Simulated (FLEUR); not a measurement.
# Al2Cu (P4/mmm) in FLEUR: a series of runs

The runs below take Al2Cu through equation of state, band structure, with PBEsol.

Everything below comes from runs of FLEUR MaX-R8.1 (later development tree). Logs are shortened: lines on timing, memory, paths and dates and some standing lists are left out, and cuts for length are marked.

## Step 1: The crystal as given

It takes space group P4/mmm (No. 123, tetragonal). The conventional cell has a = 4.105 Å, b = 4.105 Å, c = 2.891 Å, α = 90.00°, β = 90.00°, γ = 90.00°. Around Cu (site symmetry 4/mmm) lie 8 Al at 2.51 Å. Al (site symmetry mmm) is surrounded by 4 Cu at 2.51 Å.

The cell comes from a database or a generator and needn't be the stable form of this composition.

## Step 2: Equation of state, PBEsol, 15.27 Å³/atom (volume scaled by 0.94)

inp.xml reads:

```xml
<?xml version="1.0" encoding="UTF-8" standalone="no"?>
<fleurInput fleurInputVersion="0.39">
   <comment>
      Al2Cu                                                                                               
   </comment>
   <calculationSetup>
      <cutoffs Kmax="4.9" Gmax="15.2" GmaxXC="15.2" numbands="0"/>
      <scfLoop itmax="60" minDistance="0.00001" maxIterBroyd="15" imix="Anderson" alpha="0.05" precondParam="0.0" spinf="2.0" sdNocoIR="T"/>
      <coreElectrons ctail="T" frcor="F" kcrel="0" coretail_lmax="0"/>
      <xcFunctional name="PBEs" relativisticCorrections="F"/>
      <magnetism jspins="1"/>
      <soc l_soc="F" theta="0.0" phi="0.0" spav="F"/>
      <expertModes spex="0" secvar="F"/>
      <geometryOptimization l_f="F" forcealpha="1.0" forcemix="BFGS" epsdisp="0.0005" epsforce="0.0002"/>
      <ldaU l_linMix="F" mixParam="0.05" spinf="1.0"/>
   </calculationSetup>
   <cell>
      <bzIntegration valenceElectrons="41.0" mode="hist" fermiSmearingEnergy="0.00183747">
         <kPointListSelection listName="default-1"/>
         <!-- k-points included here -->
         <xi:include xmlns:xi="http://www.w3.org/2001/XInclude" href="kpts.xml"> </xi:include>
      </bzIntegration>
      <!-- symmetry operations included here -->
      <xi:include xmlns:xi="http://www.w3.org/2001/XInclude" href="sym.xml"> </xi:include>
      <bulkLattice scale="0.9795861087">
         <bravaisMatrix>
            <row-1>    7.7576696716376770     0.0000000000000000     0.0000000000000000</row-1>
            <row-2>    0.0000000000000000     7.7576696716376770     0.0000000000000000</row-2>
            <row-3>    0.0000000000000000     0.0000000000000000     5.4637897104955995</row-3>
         </bravaisMatrix>
      </bulkLattice>
   </cell>
   <atomSpecies>
      <species name="Copper (Cu)" element="Cu" atomicNumber="29">
         <mtSphere radius="2.26" gridPoints="771" logIncrement="0.016"/>
         <atomicCutoffs lmax="9" lnonsphr="9"/>
         <electronConfig flipSpins="F">
            <coreConfig>(1s1/2) (2s1/2) (2p1/2) (2p3/2)</coreConfig>
            <valenceConfig>(3s1/2) (3p1/2) (3p3/2) (4s1/2) (3d3/2) (3d5/2)</valenceConfig>
            <stateOccupation state="(4s1/2)" spinUp="0.500000" spinDown="0.500000"/>
         </electronConfig>
         <energyParameters s="4" p="4" d="3" f="4"/>
         <lo type="SCLO" l="0" n="3" eDeriv="0"/>
         <lo type="SCLO" l="1" n="3" eDeriv="0"/>
         <lo type="SCLO" l="1" n="3" eDeriv="1"/>
         <lo type="SCLO" l="2" n="3" eDeriv="2"/>
         <lo type="SCLO" l="3" n="4" eDeriv="2"/>
      </species>
      <species name="Aluminum (Al)" element="Al" atomicNumber="13">
         <mtSphere radius="2.0" gridPoints="681" logIncrement="0.017"/>
         <atomicCutoffs lmax="8" lnonsphr="8"/>
         <electronConfig flipSpins="F">
            <coreConfig>(1s1/2)</coreConfig>
            <valenceConfig>(2s1/2) (2p1/2) (2p3/2) (3s1/2) (3p1/2) (3p3/2)</valenceConfig>
            <stateOccupation state="(3p1/2)" spinUp="0.166667" spinDown="0.166667"/>
            <stateOccupation state="(3p3/2)" spinUp="0.333333" spinDown="0.333333"/>
         </electronConfig>
         <energyParameters s="3" p="3" d="3" f="4"/>
         <lo type="SCLO" l="0" n="2" eDeriv="0"/>
         <lo type="SCLO" l="1" n="2" eDeriv="0"/>
         <lo type="SCLO" l="2" n="3" eDeriv="2"/>
         <lo type="SCLO" l="3" n="4" eDeriv="2"/>
      </species>
   </atomSpecies>
   <atomGroups>
      <atomGroup species="Copper (Cu)">
         <relPos label="                   1">.0000000000 .0000000000 .0000000000</relPos>
         <force calculate="T" relaxXYZ="TTT"/>
      </atomGroup>
      <atomGroup species="Aluminum (Al)">
         <relPos label="                   2">.0000000000 1.000/2.000 1.000/2.000</relPos>
         <relPos label="                   3">1.000/2.000 .0000000000 1.000/2.000</relPos>
         <force calculate="T" relaxXYZ="TTT"/>
      </atomGroup>
   </atomGroups>
   <output dos="F" band="F" slice="F">
      <checks vchk="F" cdinf="F"/>
      <bandDOS minEnergy="-.5*Htr" maxEnergy="0.5*Htr" sigma="0.015" storeEVData="T"/>
      <vacuumDOS vacdos="F" integ="F" star="F" nstars="0" locx1="0.0" locy1="0.0" locx2="0.0" locy2="0.0" nstm="0" tworkf="0.0"/>
      <unfoldingBand unfoldBand="F" supercellX="1" supercellY="1" supercellZ="1"/>
      <plotting iplot="0" polar="F">
         <plot TwoD="T" vec1="  1.0  0.0  0.0" vec2="  0.0  1.0  0.0" vec3="  0.0  0.0  1.0" zero="  0.0  0.0  0.0" file="plot"/>
      </plotting>
      <chargeDensitySlicing numkpt="0" minEigenval="0.0" maxEigenval="0.0" nnne="0" pallst="F"/>
      <specialOutput eonly="F"/>
      <moessbauerParams electricFieldGradient="T" isomerShift="T" coreHyperfine="T" valenceHyperfine="T"/>
      <magneticCircularDichroism mcd="F" energyLo="-10.0" energyUp="0.0"/>
   </output>
  <!-- We include the file relax.xml here to enable relaxations (see documentation) -->
  <xi:include xmlns:xi="http://www.w3.org/2001/XInclude" href="relax.xml"> <xi:fallback/> </xi:include>
</fleurInput>
```

Potentials or basis: all-electron, FLAPW.

Run with:

```console
inpgen -f crystal.txt -profile fastHighL
# inp.xml edited to the form shown
fleur_MPI
```

Output:

```text
Welcome to FLEUR        (www.flapw.de)
      MaX-Release 8.1          (www.max-centre.eu)

 ========== k-point set info ==========
 Selected k-point list: default-1
 k-point list type: mesh
 7 x 7 x 9
 Number of k points: 50

 ------------Calculation Setup---------------------------
 Number of MPI-tasks      :            1
 Number of PE/node        :            1
 Number of OMP-threads    :            1
 Most efficient MPI parallelization for:
           1           2           5          10          25          50
 Additional eigenvalue parallelization possible
 Number of basis functions:          733
 Approximate size of matrices (H+S) per k-point:         0.008 GB
 --------------------------------------------------------
 Iteration:     1   Distance:      37.20385610 me/bohr^3
 Iteration:     2   Distance:      21.13884690 me/bohr^3
 Iteration:     3   Distance:       7.05497716 me/bohr^3
 Iteration:     4   Distance:       6.60053062 me/bohr^3
 Iteration:     5   Distance:       2.22497670 me/bohr^3
 Iteration:     6   Distance:       2.43504073 me/bohr^3
 Iteration:     7   Distance:       1.55847929 me/bohr^3
 Iteration:     8   Distance:       1.57460433 me/bohr^3
 Iteration:     9   Distance:       0.10255199 me/bohr^3
 Iteration:    10   Distance:       0.03299095 me/bohr^3
 Iteration:    11   Distance:       0.01485817 me/bohr^3
 Iteration:    12   Distance:       0.00143020 me/bohr^3
 Iteration:    13   Distance:       0.00067669 me/bohr^3
 Iteration:    14   Distance:       0.00036313 me/bohr^3
 Iteration:    15   Distance:       0.00026951 me/bohr^3
 Iteration:    16   Distance:       0.00017522 me/bohr^3
 Iteration:    17   Distance:       0.00008998 me/bohr^3
 Iteration:    18   Distance:       0.00001621 me/bohr^3
 Iteration:    19   Distance:       0.00000375 me/bohr^3

 ********************************************************************
 Run finished successfully
 Stop message:
   all done
 ********************************************************************
```

Wall time 2.9 min (1 thread of Arm Neoverse V2, shared host); peak memory 0.08 GiB.

What came out:

| Item | Value |
| --- | --- |
| Free energy | -58188.5764 eV |
| Band gap on the k mesh | none (metal or under the smearing width) |
| Valence electrons inside the program's atomic spheres | Cu 18.18; Al 8.90 (radii Cu 2.26, Al 2.0 bohr) |

## Step 3: Equation of state, PBEsol, 15.59 Å³/atom (volume scaled by 0.96)

inp.xml: that of step 2 with these lines changed.

```diff
@@ -24,3 +24,3 @@
       <xi:include xmlns:xi="http://www.w3.org/2001/XInclude" href="sym.xml"> </xi:include>
-      <bulkLattice scale="0.9795861087">
+      <bulkLattice scale="0.9864848297">
          <bravaisMatrix>
```

Potentials or basis: all-electron, FLAPW.

Run with:

```console
inpgen -f crystal.txt -profile fastHighL
# inp.xml edited to the form shown
fleur_MPI
```

It took 3 min on 1 thread of Arm Neoverse V2, shared host; peak memory 0.08 GiB.

Results (log left out):

| Quantity | Value |
| --- | --- |
| Free energy | -58188.5929 eV |
| Band gap on the k mesh | none (metal or under the smearing width) |
| Valence electrons inside the program's atomic spheres | Cu 18.15; Al 8.89 (radii Cu 2.26, Al 2.0 bohr) |

## Step 4: Equation of state, PBEsol, 15.92 Å³/atom (volume scaled by 0.98)

inp.xml: that of step 3 with these lines changed.

```diff
@@ -24,3 +24,3 @@
       <xi:include xmlns:xi="http://www.w3.org/2001/XInclude" href="sym.xml"> </xi:include>
-      <bulkLattice scale="0.9864848297">
+      <bulkLattice scale="0.9932883884">
          <bravaisMatrix>
```

Run with:

```console
inpgen -f crystal.txt -profile fastHighL
# inp.xml edited to the form shown
fleur_MPI
```

Run time: 3.2 min. Hardware: 1 thread of Arm Neoverse V2, shared host; peak memory 0.08 GiB.

The run converged. Its results:

| Quantity | Value |
| --- | --- |
| Free energy | -58188.5960 eV |
| Band gap on the k mesh | none (metal or under the smearing width) |
| Valence electrons inside the program's atomic spheres | Cu 18.12; Al 8.88 (radii Cu 2.26, Al 2.0 bohr) |

## Step 5: Equation of state, PBEsol, 16.24 Å³/atom

inp.xml: that of step 4 with these lines changed.

```diff
@@ -24,3 +24,3 @@
       <xi:include xmlns:xi="http://www.w3.org/2001/XInclude" href="sym.xml"> </xi:include>
-      <bulkLattice scale="0.9932883884">
+      <bulkLattice scale="1.0000000000">
          <bravaisMatrix>
```

Run with:

```console
inpgen -f crystal.txt -profile fastHighL
# inp.xml edited to the form shown
fleur_MPI
```

Run time: 3.3 min. Hardware: 1 thread of Arm Neoverse V2, shared host; peak memory 0.08 GiB.

Results (log left out):

```
Free energy                                           : -58188.5871 eV
Band gap on the k mesh                                : none (metal or under the smearing width)
Valence electrons inside the program's atomic spheres : Cu 18.10; Al 8.86 (radii Cu 2.26, Al 2.0 bohr)
```

## Step 6: Equation of state, PBEsol, 16.57 Å³/atom (volume scaled by 1.02)

inp.xml: that of step 5 with these lines changed.

```diff
@@ -24,3 +24,3 @@
       <xi:include xmlns:xi="http://www.w3.org/2001/XInclude" href="sym.xml"> </xi:include>
-      <bulkLattice scale="1.0000000000">
+      <bulkLattice scale="1.0066227096">
          <bravaisMatrix>
```

Potentials or basis: all-electron, FLAPW.

Run with:

```console
inpgen -f crystal.txt -profile fastHighL
# inp.xml edited to the form shown
fleur_MPI
```

Wall time 3.4 min (1 thread of Arm Neoverse V2, shared host); peak memory 0.08 GiB.

Results (log left out):

```yaml
Free_energy: -58188.5677 eV
Band_gap_on_the_k_mesh: none (metal or under the smearing width)
Valence_electrons_inside_the_program's_atomic_spheres: Cu 18.07; Al 8.85 (radii Cu 2.26, Al 2.0 bohr)
```

## Step 7: Equation of state, PBEsol, 16.89 Å³/atom (volume scaled by 1.04)

inp.xml: that of step 6 with these lines changed.

```diff
@@ -24,3 +24,3 @@
       <xi:include xmlns:xi="http://www.w3.org/2001/XInclude" href="sym.xml"> </xi:include>
-      <bulkLattice scale="1.0066227096">
+      <bulkLattice scale="1.0131594038">
          <bravaisMatrix>
```

Run with:

```console
inpgen -f crystal.txt -profile fastHighL
# inp.xml edited to the form shown
fleur_MPI
```

It took 3.5 min on 1 thread of Arm Neoverse V2, shared host; peak memory 0.08 GiB.

It converged, with:

- Free energy: -58188.5390 eV
- Band gap on the k mesh: none (metal or under the smearing width)
- Valence electrons inside the program's atomic spheres: Cu 18.05; Al 8.84 (radii Cu 2.26, Al 2.0 bohr)

## Step 8: Equation of state, PBEsol, 17.22 Å³/atom (volume scaled by 1.06)

inp.xml: that of step 7 with these lines changed.

```diff
@@ -24,3 +24,3 @@
       <xi:include xmlns:xi="http://www.w3.org/2001/XInclude" href="sym.xml"> </xi:include>
-      <bulkLattice scale="1.0131594038">
+      <bulkLattice scale="1.0196128224">
          <bravaisMatrix>
```

Run with:

```console
inpgen -f crystal.txt -profile fastHighL
# inp.xml edited to the form shown
fleur_MPI
```

Wall time 3.6 min (1 thread of Arm Neoverse V2, shared host); peak memory 0.08 GiB.

Results (log left out):

* Free energy: -58188.5019 eV
* Band gap on the k mesh: none (metal or under the smearing width)
* Valence electrons inside the program's atomic spheres: Cu 18.03; Al 8.83 (radii Cu 2.26, Al 2.0 bohr)

## Step 9: Equation of state, PBEsol

Potentials or basis: all-electron, FLAPW.

No new run: the results of the series are fitted here.

What came out:

```
Equilibrium volume                        : 15.83 Å³/atom
Bulk modulus at fixed shape and positions : 98 GPa
Pressure derivative of the bulk modulus   : 4.8
```

Energy against volume, from the lowest point:
```tsv
volume (Å³/atom)	energy (meV/atom)
15.267	6.50
15.592	1.02
15.917	0.00
16.242	2.95
16.567	9.41
16.892	19.00
17.216	31.37
```

Caveat: the cell was scaled at fixed shape and fractional positions, which overstates the stiffness of a crystal with free parameters, most of all of layers and chains.

(Part 1 of 2 ends here.)
